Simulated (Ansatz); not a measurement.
# CH₈GeInN: how energies converge with the basis set

Aim: see how fast density functionals converge with the basis set for CH₈GeInN.

Program: Ansatz 0.2.0, Gaussian basis. Level of theory: one geometry, several basis sets. These are calculated values, not measurements.

Plan: PBE0-D4/def2-SVP; ωB97M-V/def2-SVP; PBE0-D4/def2-QZVPP; ωB97M-V/def2-QZVPP; the functionals' def2-TZVPP values are taken from earlier runs.

## Step 1: Structure used throughout

All runs share one geometry, relaxed beforehand with PBE0-D4 in a triple-zeta def2 set. In takes the def2 core potential; no spin-orbit term is included.

SMILES `[CH3][In]([NH2])[GeH3]`, 12 atoms, charge 0, spin multiplicity 1.

Atoms are counted from 1 here; the program's logs count them from 0.

Bond lengths: C1–In2 2.149 Å, C1–H5 1.091 Å, C1–H6 1.090 Å, C1–H7 1.091 Å, In2–N3 2.015 Å, In2–Ge4 2.594 Å, N3–H8 1.007 Å, N3–H9 1.006 Å, Ge4–H10 1.541 Å, Ge4–H11 1.542 Å, Ge4–H12 1.542 Å. Angles: In2–C1–H5 110.2°, In2–C1–H6 110.2°, In2–C1–H7 110.2°, H5–C1–H6 109.0°, H5–C1–H7 108.1°, H6–C1–H7 109.0°, C1–In2–N3 114.8°, C1–In2–Ge4 130.9°, N3–In2–Ge4 114.3°, In2–N3–H8 124.4°, In2–N3–H9 124.4°, H8–N3–H9 111.1°, In2–Ge4–H10 112.3°, In2–Ge4–H11 111.6°, In2–Ge4–H12 111.6°, H10–Ge4–H11 107.2°, H10–Ge4–H12 107.2°, H11–Ge4–H12 106.6°.

## Step 2: PBE0-D4 in def2-SVP

in.yaml

```yaml
crystal:
  periodic: [false, false, false]
  atoms:
    - {symbol: C, position_ang: [-1.704530, 0.900823, 1.176367]}
    - {symbol: In, position_ang: [-0.026372, -0.055913, 0.234184]}
    - {symbol: N, position_ang: [1.052046, -1.253799, 1.443392]}
    - {symbol: Ge, position_ang: [0.850427, 0.070905, -2.203623]}
    - {symbol: H, position_ang: [-1.611915, 1.985418, 1.100788]}
    - {symbol: H, position_ang: [-1.756335, 0.620559, 2.228945]}
    - {symbol: H, position_ang: [-2.631869, 0.604484, 0.683421]}
    - {symbol: H, position_ang: [0.848236, -1.412942, 2.416407]}
    - {symbol: H, position_ang: [1.864338, -1.772319, 1.153460]}
    - {symbol: H, position_ang: [2.086835, -0.821191, -2.426729]}
    - {symbol: H, position_ang: [-0.222052, -0.374982, -3.217475]}
    - {symbol: H, position_ang: [1.251201, 1.508946, -2.589128]}
basis:
  gaussian: {orbitals: def2-SVP}
hamiltonian: {xc: pbe0, dispersion: d4}
output: {orbitals: {seedname: orbitals}}
```

On the command line:

```
> ansatz run in.yaml --threads 2 --pin off --events-out ev --progress --plain --max-ram 22528MiB --backend cpu
```

The runs that follow: ωB97M-V in def2-SVP; PBE0-D4 in def2-QZVPP; ωB97M-V in def2-QZVPP.

Before running them: what should the planned runs give, taken together? Wanted: PBE0-D4: double and triple zeta above quadruple; ωB97M-V: double and triple zeta above quadruple.

**Answer**, as computed:

```
                                       quantity           value
PBE0-D4: double and triple zeta above quadruple  12.01, 1.44 eV
ωB97M-V: double and triple zeta above quadruple  12.15, 1.41 eV
```

For PBE0-D4 the step from double to triple zeta gains 10.56 eV and the next only 1.44 eV. These are total energies; as a rule much of such shifts cancels in differences, which this series doesn't test.
